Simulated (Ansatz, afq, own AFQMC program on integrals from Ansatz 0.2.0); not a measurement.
# PdSiH2 (triplet): AFQMC on the coupled-cluster ladder at distance Pd1–Si2 = 4.968 Å, def2-SVP

Aim: compute PdSiH2 (triplet) with auxiliary-field quantum Monte Carlo on the same integrals as coupled cluster, and set the energies side by side.

Program: Ansatz 0.2.0, Gaussian basis, and an in-house AFQMC program (afq) on its integrals; all values are calculated. Level of theory: def2-SVP, frozen cores. These are calculated values, not measurements.

The runs, in order: PBE (unrestricted); CCSD(T) on UHF; r2SCAN (unrestricted); CCSDT(Q) on UHF; PBE0 (unrestricted); B3LYP (unrestricted); wB97M-V (unrestricted); B2PLYP (unrestricted); Phaseless AFQMC, CISD trial on UHF.

2 further runs of the same task are left out: 2 that didn't finish.

### Step 1. The system

The geometry derives from a PBE0/def2-TZVP stationary point (not a proven minimum). One bond is set to the value named and the two fragments are kept rigid. No spin-orbit coupling is included. Elements past krypton take def2 core potentials.

4 atoms, charge 0, spin multiplicity 3.

Atoms are counted from 1 here; the program's logs count them from 0.

Bond lengths: Si2–H3 1.497 Å, Si2–H4 1.497 Å. Angles: H3–Si2–H4 109.6°.

### Step 2. PBE (unrestricted)

The input, in.yaml:

```yaml
crystal:
  periodic: [false, false, false]
  atoms:
    - {symbol: Pd, position_ang: [0.131506, 0.000000, 4.040635]}
    - {symbol: Si, position_ang: [0.345110, 0.000000, -0.922770]}
    - {symbol: H, position_ang: [-0.238308, -1.222654, -1.558932]}
    - {symbol: H, position_ang: [-0.238308, 1.222654, -1.558932]}
basis:
  gaussian: {orbitals: def2-SVP}
magnetization: {spin_polarized: true, initial_magnetization: 2}
hamiltonian: {xc: {name: PBE}}
output: {orbitals: {seedname: orbitals}}
```

Run with:

```bash
$ ansatz run in.yaml --threads 1 --pin off --events-out ev --progress --plain --max-ram 5632MiB --backend cpu
```

Output:

```text
Functional definition: PBE
  name "PBE"
  cite "Perdew, Burke & Ernzerhof, Phys. Rev. Lett. 77, 3865 (1996) doi:10.1103/PhysRevLett.77.3865"
  parent pbe
  parameter kappa = 0.804
  parameter beta = 0.06672455060314922
  exchange = pbe_x(kappa = kappa, mu = beta*pi^2/3)
  correlation = pbe_c(beta = beta)
596 factors; their error is unknown
mean field evaluation 1: about -11364.8807 eV, gradient 4.0e1 eV
mean field evaluation 2: about -10593.5807 eV, gradient 1.8e2 eV
mean field evaluation 4: about -11376.7856 eV, gradient 1.3e1 eV
mean field evaluation 8: about -11376.7857 eV, gradient 1.3e1 eV
mean field evaluation 16: about -11379.2941 eV, gradient 3.8e-3 eV
mean field evaluation 32: about -11373.3709 eV, gradient 2.1e1 eV
mean field evaluation 64: about -11378.9389 eV, gradient 1.2e-4 eV
mean field evaluation 96: about -11378.9403 eV, gradient 1.4e-1 eV
mean field evaluation 128: about -11378.6018 eV, gradient 6.4e0 eV
mean field evaluation 160: about -11364.6526 eV, gradient 3.7e1 eV
mean field evaluation 192: about -11372.3938 eV, gradient 1.1e1 eV
mean field evaluation 224: about -11379.2941 eV, gradient 4.8e-6 eV
mean field -11379.29408385 eV, -418.1813444191 hartree, gradient 4.8e-6 eV, S^2 2.020863; 9 other end points of the search recorded, 0 dependent functions left out
reference -11379.29413518 eV, -418.1813463053 hartree; 18, 16 occupied and 41, 43 virtual orbitals, 596 factors
Total energy: -11379.29413518 eV, -418.1813463053 hartree
```

Run time: 17 s. Hardware: 1 thread of AMD EPYC 7R13 (Zen 3), shared host; peak memory 1.6 GiB.

From the report: ⟨S²⟩ of the determinant 2.021 (pure triplet: 2.00).

### Step 3. CCSD(T) on UHF

in.yaml: that of step 2 with these lines changed.

```diff
@@ -10,3 +10,2 @@
 magnetization: {spin_polarized: true, initial_magnetization: 2}
-hamiltonian: {xc: {name: PBE}}
-output: {orbitals: {seedname: orbitals}}
+correlation: {method: ccsd_t, electrons: outside_noble_gas, hamiltonian_folder: ham}
```

Run with:

```bash
$ ansatz run in.yaml --threads 1 --pin off --events-out ev --progress --plain --max-ram 16896MiB --backend cuda --devices 0, --max-vram 18GiB
```

Output, shortened:

```text
Functional definition: HF
  name "HF"
  cite "Fock, Z. Phys. 61, 126 (1930) doi:10.1007/BF01340294"
  parent pbe
[...]
604 factors; integrals over basis functions are off by at most 7.6e-4 eV
[...]
mean field -11345.23658515 eV, -416.9297544268 hartree, gradient 3.8e-9 eV, S^2 2.560291; 32 other end points of the search recorded, 0 dependent functions left out
determinant -11345.23658515 eV, -416.9297544268 hartree, with singles and doubles -11353.10946989 eV, -417.2190776044 hartree
determinant -11345.23470810 eV, -416.9296854464 hartree, with singles and doubles -11353.10547919 eV, -417.2189309490 hartree
determinant -11345.23357773 eV, -416.9296439059 hartree, with singles and doubles -11353.10403317 eV, -417.2188778087 hartree
determinant -11345.22932922 eV, -416.9294877761 hartree, with singles and doubles -11353.09565448 eV, -417.2185698973 hartree
[...]
determinant -11345.20596317 eV, -416.9286290896 hartree, with singles and doubles -11353.16587212 eV, -417.2211503483 hartree
determinant -11344.99472382 eV, -416.9208661866 hartree, with singles and doubles -11353.18205854 eV, -417.2217451880 hartree
determinant -11344.99423297 eV, -416.9208481484 hartree, with singles and doubles -11353.18165743 eV, -417.2217304477 hartree
determinant -11344.90972184 eV, -416.9177424217 hartree, with singles and doubles -11353.21505951 eV, -417.2229579515 hartree
9 core orbitals not correlated: weight in the atoms' cores, before any rotation towards them, 1.000 or more for the frozen orbitals, at most 0.000 for the correlated occupied ones
reference -11344.90972184 eV, -416.9177424217 hartree; 9, 7 occupied and 41, 43 virtual orbitals, 604 factors
second order -8.02421787 eV of doubles, -0.00000000 eV of singles
cycle   1  -8.30533912 eV  change   -1.4e-6 eV  update   5.7e-6
perturbative correction -0.28270293 eV, -0.0103891412 hartree
Total energy: -11353.49776390 eV, -417.2333471460 hartree
```

It took 53 s on 1 × NVIDIA H100 80GB HBM3 with 1 thread of AMD EPYC 7R13 (Zen 3), shared host; peak host memory 1.6 GiB.

From the report: ⟨S²⟩ of the determinant 2.005 (pure triplet: 2.00); correlation -8.5880 eV; T1 0.011; largest double amplitude 0.04.

This run also writes the integrals to the folder ham.

### Step 4. r2SCAN (unrestricted)

in.yaml: that of step 3 with these lines changed.

```diff
@@ -10,2 +10,2 @@
 magnetization: {spin_polarized: true, initial_magnetization: 2}
-correlation: {method: ccsd_t, electrons: outside_noble_gas, hamiltonian_folder: ham}
+hamiltonian: {xc: {name: r2SCAN}}
```

Run with:

```bash
$ ansatz run in.yaml --threads 1 --pin off --events-out ev --progress --plain --max-ram 5632MiB --backend cpu
```

Output, shortened:

```text
Functional definition: r2SCAN
  name "r2SCAN"
  cite "Furness, Kaplan, Ning, Perdew & Sun, J. Phys. Chem. Lett. 11, 8208 (2020) doi:10.1021/acs.jpclett.0c02405"
  cite "Furness, Kaplan, Ning, Perdew & Sun, J. Phys. Chem. Lett. 11, 9248 (2020) doi:10.1021/acs.jpclett.0c03077"
  parent r2scan
[...]
596 factors; their error is unknown
[...]
mean field -11383.25695150 eV, -418.3269771188 hartree, gradient 3.6e-6 eV, S^2 2.145744; 12 other end points of the search recorded, 0 dependent functions left out
reference -11383.25697416 eV, -418.3269779517 hartree; 18, 16 occupied and 41, 43 virtual orbitals, 596 factors
Total energy: -11383.25697416 eV, -418.3269779517 hartree
```

Wall time 80 s (1 thread of AMD EPYC 7R13 (Zen 3), shared host); peak memory 1.6 GiB.

From the report: ⟨S²⟩ of the determinant 2.146 (pure triplet: 2.00).

### Step 5. CCSDT(Q) on UHF

in.yaml: that of step 4 with these lines changed.

```diff
@@ -10,2 +10,2 @@
 magnetization: {spin_polarized: true, initial_magnetization: 2}
-hamiltonian: {xc: {name: r2SCAN}}
+correlation: {method: ccsdt_q, electrons: outside_noble_gas}
```

Run with:

```bash
$ ansatz run in.yaml --threads 1 --pin off --events-out ev --progress --plain --max-ram 16896MiB --backend cuda --devices 0, --max-vram 18GiB
```

Output, shortened:

```text
Functional definition: HF
  name "HF"
  cite "Fock, Z. Phys. 61, 126 (1930) doi:10.1007/BF01340294"
  parent pbe
[...]
972 factors; integrals over basis functions are off by at most 1.5e-7 eV
[...]
mean field -11345.23660900 eV, -416.9297553031 hartree, gradient 3.8e-9 eV, S^2 2.560292; 31 other end points of the search recorded, 0 dependent functions left out
determinant -11345.23660900 eV, -416.9297553031 hartree, with singles and doubles -11353.10950310 eV, -417.2190788251 hartree
determinant -11345.23473321 eV, -416.9296863693 hartree, with singles and doubles -11353.10551309 eV, -417.2189321947 hartree
determinant -11345.23360231 eV, -416.9296448093 hartree, with singles and doubles -11353.10406835 eV, -417.2188791015 hartree
determinant -11345.22935529 eV, -416.9294887342 hartree, with singles and doubles -11353.09568981 eV, -417.2185711958 hartree
[...]
determinant -11345.20599134 eV, -416.9286301249 hartree, with singles and doubles -11353.16590878 eV, -417.2211516955 hartree
determinant -11344.99474926 eV, -416.9208671215 hartree, with singles and doubles -11353.18209694 eV, -417.2217465992 hartree
determinant -11344.90975712 eV, -416.9177437183 hartree, with singles and doubles -11353.21509849 eV, -417.2229593839 hartree
9 core orbitals not correlated: weight in the atoms' cores, before any rotation towards them, 1.000 or more for the frozen orbitals, at most 0.000 for the correlated occupied ones
reference -11344.90975712 eV, -416.9177437183 hartree; 9, 7 occupied and 41, 43 virtual orbitals, 972 factors
second order -8.02424365 eV of doubles, -0.00000000 eV of singles
cycle   1  -8.04757459 eV  change   -2.3e-2 eV  update   9.0e-2
[...]
cycle  61  -8.58895575 eV  change    1.5e-8 eV  update   1.1e-6
perturbative correction 0.01077095 eV, 0.0003958251 hartree
Total energy: -11353.48794193 eV, -417.2329861954 hartree
```

It took 59 s on 1 × NVIDIA H100 80GB HBM3 with 1 thread of AMD EPYC 7R13 (Zen 3), shared host; peak host memory 1.6 GiB.

From the report: ⟨S²⟩ of the determinant 2.005 (pure triplet: 2.00); correlation -8.5782 eV; T1 0.010; largest double amplitude 0.04.

### Step 6. PBE0 (unrestricted)

in.yaml: that of step 5 with these lines changed.

```diff
@@ -10,2 +10,3 @@
 magnetization: {spin_polarized: true, initial_magnetization: 2}
-correlation: {method: ccsdt_q, electrons: outside_noble_gas}
+hamiltonian: {xc: {name: PBE0}}
+output: {orbitals: {seedname: orbitals}}
```

Run with:

```bash
$ ansatz run in.yaml --threads 1 --pin off --events-out ev --progress --plain --max-ram 5632MiB --backend cpu
```

Output, shortened:

```text
Functional definition: PBE0
  name "PBE0"
  cite "Adamo & Barone, J. Chem. Phys. 110, 6158 (1999) doi:10.1063/1.478522"
  cite "Perdew, Burke & Ernzerhof, Phys. Rev. Lett. 77, 3865 (1996) doi:10.1103/PhysRevLett.77.3865"
  parent pbe
[...]
604 factors; integrals over basis functions are off by at most 7.6e-4 eV
[...]
mean field -11379.43566254 eV, -418.1865473396 hartree, gradient 1.0e-5 eV, S^2 2.009924; 12 other end points of the search recorded, 0 dependent functions left out
reference -11379.43569765 eV, -418.1865486302 hartree; 18, 16 occupied and 41, 43 virtual orbitals, 604 factors
Total energy: -11379.43569765 eV, -418.1865486302 hartree
```

It took 22 s on 1 thread of AMD EPYC 7R13 (Zen 3), shared host; peak memory 1.6 GiB.

From the report: ⟨S²⟩ of the determinant 2.010 (pure triplet: 2.00).

### Step 7. B3LYP (unrestricted)

in.yaml: that of step 6 with these lines changed.

```diff
@@ -10,3 +10,2 @@
 magnetization: {spin_polarized: true, initial_magnetization: 2}
-hamiltonian: {xc: {name: PBE0}}
-output: {orbitals: {seedname: orbitals}}
+hamiltonian: {xc: {name: B3LYP}}
```

Launched as before.

Output, shortened:

```text
Functional definition: B3LYP
  name "B3LYP"
  cite "Stephens, Devlin, Chabalowski & Frisch, J. Phys. Chem. 98, 11623 (1994) doi:10.1021/j100096a001"
  cite "Becke, Phys. Rev. A 38, 3098 (1988) doi:10.1103/PhysRevA.38.3098"
  cite "Lee, Yang & Parr, Phys. Rev. B 37, 785 (1988) doi:10.1103/PhysRevB.37.785"
  cite "Vosko, Wilk & Nusair, Can. J. Phys. 58, 1200 (1980) doi:10.1139/p80-159"
[...]
604 factors; integrals over basis functions are off by at most 7.6e-4 eV
[...]
mean field -11384.96839939 eV, -418.3898716689 hartree, gradient 6.7e-6 eV, S^2 2.022114; 4 other end points of the search recorded, 0 dependent functions left out
reference -11384.96867116 eV, -418.3898816562 hartree; 18, 16 occupied and 41, 43 virtual orbitals, 604 factors
Total energy: -11384.96867116 eV, -418.3898816562 hartree
```

Wall time 27 s (1 thread of AMD EPYC 7R13 (Zen 3), shared host); peak memory 1.6 GiB.

From the report: ⟨S²⟩ of the determinant 2.022 (pure triplet: 2.00).

### Step 8. wB97M-V (unrestricted)

in.yaml: that of step 7 with these lines changed.

```diff
@@ -10,2 +10,3 @@
 magnetization: {spin_polarized: true, initial_magnetization: 2}
-hamiltonian: {xc: {name: B3LYP}}
+hamiltonian: {xc: {name: wB97M-V}}
+output: {orbitals: {seedname: orbitals}}
```

The command is unchanged.

Output, shortened:

```text
Functional definition: wB97M-V
  name "wB97M-V"
  cite "Mardirossian & Head-Gordon, J. Chem. Phys. 144, 214110 (2016) doi:10.1063/1.4952647"
  cite "Becke, J. Chem. Phys. 107, 8554 (1997) doi:10.1063/1.475007"
  cite "Vydrov & Van Voorhis, J. Chem. Phys. 133, 244103 (2010) doi:10.1063/1.3521275"
  # Of w^i u^j: cxij and so on, Table III.
[...]
  gx(w, u) = 1 - cx + cx01*u + cx10*w
  gss(w, u) = css00 + css04*u^4 + css10*w + css20*w^2 + css43*w^4*u^3
  gos(w, u) = cos00 + cos10*w + (cos20 + cos21*u)*w^2 + (cos60 + cos61*u)*w^6
[...]
      + integral(e_c_pw_mod_opposite_spin*gos(b97_w_opposite, b97_u_opposite)) + vv10(b, c)
604 factors; integrals over basis functions are off by at most 7.6e-4 eV
192 factors; integrals over basis functions are off by at most 4.0e-5 eV
[...]
mean field -11380.11736682 eV, -418.2115995102 hartree, gradient 1.7e-5 eV, S^2 2.001672; 6 other end points of the search recorded, 0 dependent functions left out
reference -11380.11741920 eV, -418.2116014349 hartree; 18, 16 occupied and 41, 43 virtual orbitals, 604 factors
Total energy: -11380.11741920 eV, -418.2116014349 hartree
```

Wall time 13 s (1 thread of AMD EPYC 7R13 (Zen 3), shared host); peak memory 1.6 GiB.

From the report: ⟨S²⟩ of the determinant 2.002 (pure triplet: 2.00).

### Step 9. B2PLYP (unrestricted)

in.yaml: that of step 8 with these lines changed.

```diff
@@ -10,3 +10,3 @@
 magnetization: {spin_polarized: true, initial_magnetization: 2}
-hamiltonian: {xc: {name: wB97M-V}}
-output: {orbitals: {seedname: orbitals}}
+hamiltonian: {xc: {name: B2PLYP}}
+correlation: {electrons: outside_noble_gas}
```

Same command.

Output, shortened:

```text
Functional definition: B2PLYP
  name "B2PLYP"
  cite "Grimme, J. Chem. Phys. 124, 034108 (2006) doi:10.1063/1.2148954"
  cite "Becke, Phys. Rev. A 38, 3098 (1988) doi:10.1103/PhysRevA.38.3098"
  cite "Lee, Yang & Parr, Phys. Rev. B 37, 785 (1988) doi:10.1103/PhysRevB.37.785"
[...]
604 factors; integrals over basis functions are off by at most 7.6e-4 eV
[...]
mean field -11370.99726198 eV, -417.8764418392 hartree, gradient 3.5e-6 eV, S^2 2.003177; 6 other end points of the search recorded, 0 dependent functions left out
9 core orbitals not correlated: weight in the atoms' cores, before any rotation towards them, 1.000 or more for the frozen orbitals, at most 0.000 for the correlated occupied ones
reference -11370.99742789 eV, -417.8764479360 hartree; 9, 7 occupied and 41, 43 virtual orbitals, 604 factors
second order -9.66696659 eV of doubles, -0.00000000 eV of singles
Total energy: -11373.60750887 eV, -417.9723666428 hartree
```

It took 6.5 s on 1 thread of AMD EPYC 7R13 (Zen 3), shared host; peak memory 1.6 GiB.

From the report: ⟨S²⟩ of the determinant 2.003 (pure triplet: 2.00).

### Step 10. Phaseless AFQMC, CISD trial on UHF

It reads the integrals that the CCSD(T) run on this determinant wrote.

Run with:

```bash
$ afq ham --method phaseless --trial cisd --walkers 4000 --populations 20 --least-time 60 --time-step 0.005 --steps-per-block 50 --equilibration-blocks 40 --max-blocks 4000 --target-error 0.00048 --factor-cut 1e-05 --start spin_pure --seed 5833 --release-times 0.24,0.6,1.2,1.8,2.6 --release-step 0.04 --release-every 4 --taylor-order 6
```

Output:

```text
orbitals 50  electrons 9 7  factors 379 of 604
reference energy -416.91774242 Eh
CCSD correlation -0.30521549 Eh in 20 cycles, weight of the determinant in the CISD state 0.8892
energy of the start -417.222843 Eh
 block  time / (1/Eh)  mean weight  energy / Eh
     1     0.250  1.0001  -417.219316
     2     0.500  1.0000  -417.222588
     3     0.750  1.0004  -417.225286
     4     1.000  0.9999  -417.227471
     5     1.250  1.0000  -417.229306
     6     1.500  0.9996  -417.230158
     7     1.750  0.9997  -417.230436
     8     2.000  1.0000  -417.231259
     9     2.250  0.9999  -417.231298
    10     2.500  0.9999  -417.232118
    11     2.750  0.9999  -417.232479
    13     3.250  1.0002  -417.232483
    15     3.750  0.9999  -417.232088
    17     4.250  0.9999  -417.232586
    19     4.750  1.0001  -417.233111
    21     5.250  0.9998  -417.233625
    23     5.750  0.9995  -417.232545
    25     6.250  1.0002  -417.232392
    27     6.750  1.0003  -417.233509
    29     7.250  1.0002  -417.233256
    31     7.750  0.9998  -417.232529
    33     8.250  1.0000  -417.232844
    35     8.750  0.9998  -417.233190
    37     9.250  0.9998  -417.232362
    39     9.750  0.9999  -417.233119
    41    10.250  0.9999  -417.232220
    43    10.750  0.9998  -417.232898
    45    11.250  1.0001  -417.232576
    47    11.750  1.0001  -417.232827
    49    12.250  0.9995  -417.231895
    51    12.750  0.9996  -417.231423
    53    13.250  0.9998  -417.233647
    55    13.750  0.9994  -417.232741
    57    14.250  0.9999  -417.233611
    59    14.750  0.9997  -417.232725
    61    15.250  1.0003  -417.233721
    63    15.750  1.0000  -417.232888
    65    16.250  1.0002  -417.232359
    67    16.750  1.0000  -417.233538
    69    17.250  1.0001  -417.234697
    71    17.750  0.9999  -417.235099
    73    18.250  1.0001  -417.232580
    75    18.750  0.9997  -417.233928
    77    19.250  0.9999  -417.234705
    79    19.750  0.9999  -417.233260
    81    20.250  1.0000  -417.233555
    83    20.750  1.0005  -417.233177
    85    21.250  0.9998  -417.232328
    87    21.750  0.9998  -417.234309
    89    22.250  0.9998  -417.233636
error from the spread of 20 populations
released: time / (1/Eh)  energy / Eh  error  mean overlap
  0.24  -417.233721  0.000235  0.9980
  0.60  -417.233742  0.000235  0.9947
  1.20  -417.233741  0.000431  0.9910
  1.80  -417.233960  0.000449  0.9846
  2.60  -417.232803  0.000931  0.9947
energy -417.233187 +/- 0.000148 Eh
```

Run time: 74 s. Hardware: 1 × NVIDIA H100 80GB HBM3 with 2 threads of AMD EPYC 7R13 (Zen 3), shared host; peak host memory 1.6 GiB.

Energy -11353.4934 ± 0.0040 eV. Caveats: constraint bias not in the error.

### Step 11. All levels side by side

On the UHF determinant, counted from CCSDT(Q) (a yardstick, not exact):

| level | energy (eV) | from CCSDT(Q) (kcal/mol) | statistical error (kcal/mol) | time |
| --- | --- | --- | --- | --- |
| HF | -11344.9097 | +197.82 |  |  |
| MP2 | -11352.9339 | +12.78 |  |  |
| CCSD | -11353.2151 | +6.29 |  |  |
| CCSD(T) | -11353.4978 | -0.23 |  |  |
| CCSDT(Q) | -11353.4879 | 0.00 |  |  |
| Phaseless AFQMC, CISD trial, step 0.005, 4000 walkers | -11353.4934 | -0.13 | 0.09 | 74 s |

The functionals' totals stand on their own zeros and serve differences with other points: PBE -11379.294 eV; r2SCAN -11383.257 eV; PBE0 -11379.436 eV; B3LYP -11384.969 eV; wB97M-V -11380.117 eV; B2PLYP -11373.608 eV.

### Step 12. Outcome

| quantity | value |
| --- | --- |
| CCSD(T) on UHF from CCSDT(Q) | -0.23 kcal/mol |
| Phaseless AFQMC, CISD trial on UHF from CCSDT(Q) | -0.13 ± 0.09 kcal/mol |

In words: On UHF the phaseless walk with the CISD trial lies -0.13 kcal/mol from CCSDT(Q), within three error bars. Error bars are statistical and leave out the constraint, the time step and what remains of the start. Pd carries a core potential, and spin-orbit coupling is left out.
